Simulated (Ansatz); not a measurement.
# AlN: the cost of one run

Program: Ansatz 0.2.0. Level of theory: DFT r²SCAN, frozen-core PAW, scalar-relativistic unless said. These are calculated values, not measurements.

The COD entry's cell or inner coordinates are ideal or old and differ from later refinements, so a difference from it is no clean test against experiment.

## 1. The system as given

The structure is hexagonal, space group P6_3mc (No. 186). Conventional cell: a = 3.113 Å, b = 3.113 Å, c = 4.981 Å, α = 90.00°, β = 90.00°, γ = 120.00°. Around Al (site symmetry 3m) lie 4 N at 1.89 Å. Around N (site symmetry 3m) lie 4 Al at 1.89 Å.

As a file:

```cif
data_structure
_symmetry_space_group_name_H-M 'P6_3mc'
_symmetry_Int_Tables_number 186
_cell_length_a 3.1130
_cell_length_b 3.1130
_cell_length_c 4.9810
_cell_angle_alpha 90.000
_cell_angle_beta 90.000
_cell_angle_gamma 120.000
_cell_volume 41.80
loop_
_atom_site_label
_atom_site_type_symbol
_atom_site_symmetry_multiplicity
_atom_site_Wyckoff_symbol
_atom_site_fract_x
_atom_site_fract_y
_atom_site_fract_z
_atom_site_occupancy
Al1 Al 2 b 0.33333 0.66667 0.00000 1
N1 N 2 b 0.33333 0.66667 0.38000 1
```

Cartesian axes are those of the input's lattice vectors. The structure goes back to a database entry.

## 2. Cell and atoms relaxed, PAW

The input, input.yaml:

```yaml
crystal:
  lattice:
    - [3.11300000001, 0.0, 0.0]
    - [-1.5565, 2.69593708199, 0.0]
    - [0.0, 0.0, 4.981]
  atoms:
    - { symbol: Al, position: [0.333333333333, 0.666666666667, 0.0] }
    - { symbol: Al, position: [0.666666666667, 0.333333333333, 0.5] }
    - { symbol: "N", position: [0.333333333333, 0.666666666667, 0.38] }
    - { symbol: "N", position: [0.666666666667, 0.333333333333, 0.88] }
kpoints:
  mp_grid: { grid: [16, 16, 8] }
scf:
  occupations: { method: fermi_dirac, width: 0.1 }
hamiltonian:
  xc: r2scan
  pseudopotentials: { kind: paw }
relax:
  f_tol: 0.002
  max_steps: 80
  cell: {}
output:
  forces: true
  stress: true
```

Launch:

```
ansatz run input.yaml --threads 1 --pin off --max-ram 3072MiB --backend cpu --events-out ev --progress --plain --runs-dir out
```

What time and memory should one allow on 1 thread of Intel Xeon Platinum 8488C (Sapphire Rapids), shared host?

About 34 s, with a peak of 0.56 GiB.
